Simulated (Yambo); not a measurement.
Input of a Yambo 5.3.0 run:

The input eels2.in:

```
optics
chi
Chimod= "HARTREE"
% BndsRnXd
 1 | 46 |
%
NGsBlkXd= 3 Ry
% LongDrXd
 1 | 1 | 1 |
%
% QpntsRXd
 4 | 4 |
%
% EnRngeXd
 0 | 50 | eV
%
% DmRngeXd
 0.3 | 0.3 | eV
%
ETStpsXd= 250
```

Contents of scf.in:

```
&CONTROL
  calculation = 'scf'
  prefix = 'pwscf'
  outdir = './tmp'
  pseudo_dir = './pseudo'
/
&SYSTEM
  ibrav = 0
  nat = 2
  ntyp = 1
  ecutwfc = 84
  nbnd = 24
  occupations = 'smearing'
  smearing = 'fd'
  degauss = 0.00367493
  force_symmorphic = .true.
/
&ELECTRONS
  conv_thr = 4d-10
  electron_maxstep = 120
  mixing_beta = 0.5
/
ATOMIC_SPECIES
Ru   101.0700 Ru.upf
CELL_PARAMETERS angstrom
   2.7058000000    0.0000000000    0.0000000000
  -1.3529000000    2.3432915376    0.0000000000
   0.0000000000    0.0000000000    4.2819000000
ATOMIC_POSITIONS crystal
Ru     0.6666666667    0.3333333333    0.7500000000
Ru     0.3333333333    0.6666666667    0.2500000000
K_POINTS automatic
12 12 8 0 0 0
```

File nscf.in:

```
&CONTROL
  calculation = 'nscf'
  prefix = 'pwscf'
  outdir = './tmp'
  pseudo_dir = './pseudo'
/
&SYSTEM
  ibrav = 0
  nat = 2
  ntyp = 1
  ecutwfc = 84
  nbnd = 46
  occupations = 'smearing'
  smearing = 'fd'
  degauss = 0.00367493
  force_symmorphic = .true.
/
&ELECTRONS
  conv_thr = 1d-08
  diago_full_acc = .true.
  diago_thr_init = 1d-06
/
ATOMIC_SPECIES
Ru   101.0700 Ru.upf
CELL_PARAMETERS angstrom
   2.7058000000    0.0000000000    0.0000000000
  -1.3529000000    2.3432915376    0.0000000000
   0.0000000000    0.0000000000    4.2819000000
ATOMIC_POSITIONS crystal
Ru     0.6666666667    0.3333333333    0.7500000000
Ru     0.3333333333    0.6666666667    0.2500000000
K_POINTS automatic
12 12 8 0 0 0
```

Potentials or basis: PseudoDojo 0.4.1 SR PBE standard.

The run is started by

```sh
$ OMP_NUM_THREADS=1 pw.x -in scf.in > scf.out
$ OMP_NUM_THREADS=1 pw.x -in nscf.in > nscf.out
$ cd tmp/pwscf.save; p2y; mv SAVE ../..; cd ../..
$ OMP_NUM_THREADS=1 yambo
$ OMP_NUM_THREADS=1 yambo -F eels2.in -J eels2 -C eels2_out
```

Problem. What does it give for the peak of the energy-loss function?

Solution. 33.1 eV.

Problem. What does it give for the band gap on the k mesh, mean-field level?

Solution. None (metal or under the smearing width).

Energy-loss function at q = [0.0, 0.0, 0.375] (reciprocal lattice):
```json
{"energy (eV)": "0.0", "loss": "0.000"}
{"energy (eV)": "2.2", "loss": "0.021"}
{"energy (eV)": "4.4", "loss": "0.044"}
{"energy (eV)": "6.4", "loss": "0.082"}
{"energy (eV)": "8.6", "loss": "0.222"}
{"energy (eV)": "10.8", "loss": "0.646"}
{"energy (eV)": "13.1", "loss": "0.360"}
{"energy (eV)": "15.3", "loss": "0.327"}
{"energy (eV)": "17.5", "loss": "0.339"}
{"energy (eV)": "19.5", "loss": "0.373"}
{"energy (eV)": "21.7", "loss": "0.441"}
{"energy (eV)": "23.9", "loss": "0.516"}
{"energy (eV)": "26.1", "loss": "1.258"}
{"energy (eV)": "28.3", "loss": "1.453"}
{"energy (eV)": "30.5", "loss": "1.431"}
{"energy (eV)": "32.5", "loss": "1.675"}
{"energy (eV)": "34.7", "loss": "1.396"}
{"energy (eV)": "36.9", "loss": "0.844"}
{"energy (eV)": "39.2", "loss": "0.519"}
{"energy (eV)": "41.4", "loss": "0.332"}
{"energy (eV)": "43.6", "loss": "0.227"}
{"energy (eV)": "45.6", "loss": "0.317"}
{"energy (eV)": "47.8", "loss": "0.575"}
{"energy (eV)": "50.0", "loss": "0.599"}
```
